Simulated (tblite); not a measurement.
# C5H13ClSSi2: the cost of one run

The runs use tblite 0.8.0 and PySCF 2.14.0, with density-fitted response routines of our own; the level of theory stands in each step. All values are computed, except where a source is named. Atoms are numbered from 0 throughout.

### 1 Starting geometry

22 atoms, charge 0, multiplicity 1; geometry from: force field or distance geometry start.

Bonds of the start (Å): C0–Si1 1.86, Si1–C2 1.86, C2–S3 1.82, S3–Si4 2.14, Si4–Cl5 2.05, Si4–C6 1.86, C6–C7 1.51, C7–C8 1.51, C8–C6 1.50, C0–H9 1.09, C0–H10 1.09, C0–H11 1.10, Si1–H12 1.48, Si1–H13 1.49, C2–H14 1.08, C2–H15 1.09, Si4–H16 1.49, C6–H17 1.09, C7–H18 1.09, C7–H19 1.08, C8–H20 1.09, C8–H21 1.09.

### 2 Relaxing the molecule with GFN2-xTB

What the job is given:

```
{"job": {"kind": "relax", "xc": "GFN2-xTB", "basis": "xTB"}, "charge": 0, "multiplicity": 1}
C      3.562700     0.715000     0.797600
Si     2.776300     0.124700    -0.782700
C      1.863600    -1.480300    -0.559900
S      0.444700    -1.276800     0.558900
Si    -1.178600    -0.580700    -0.644900
Cl    -1.596200    -1.976500    -2.088900
C     -2.675700    -0.339000     0.434900
C     -2.831900     0.942300     1.222100
C     -3.733000     0.649500     0.047900
H      4.125400     1.631600     0.632200
H      4.231900    -0.033700     1.211100
H      2.793600     0.935700     1.558900
H      1.868200     1.169100    -1.301800
H      3.853500    -0.074700    -1.789800
H      2.519800    -2.218100    -0.126700
H      1.518200    -1.871400    -1.515000
H     -0.779200     0.680100    -1.328600
H     -3.005500    -1.264000     0.915700
H     -3.267000     0.876100     2.219300
H     -2.107900     1.740000     1.120200
H     -3.619900     1.270200    -0.837600
H     -4.773600     0.400300     0.255900
```

Launch:

```sh
$ OMP_NUM_THREADS=1 python probes_run.py task.json out
```

One launch serves the whole session: the jobs run in the order shown.

**Question.** How long does this first job take on 1 thread of Intel Xeon at 2.50GHz, shared host, and how much memory does it need?

About 7.1 s, with a peak of 0.18 GiB.
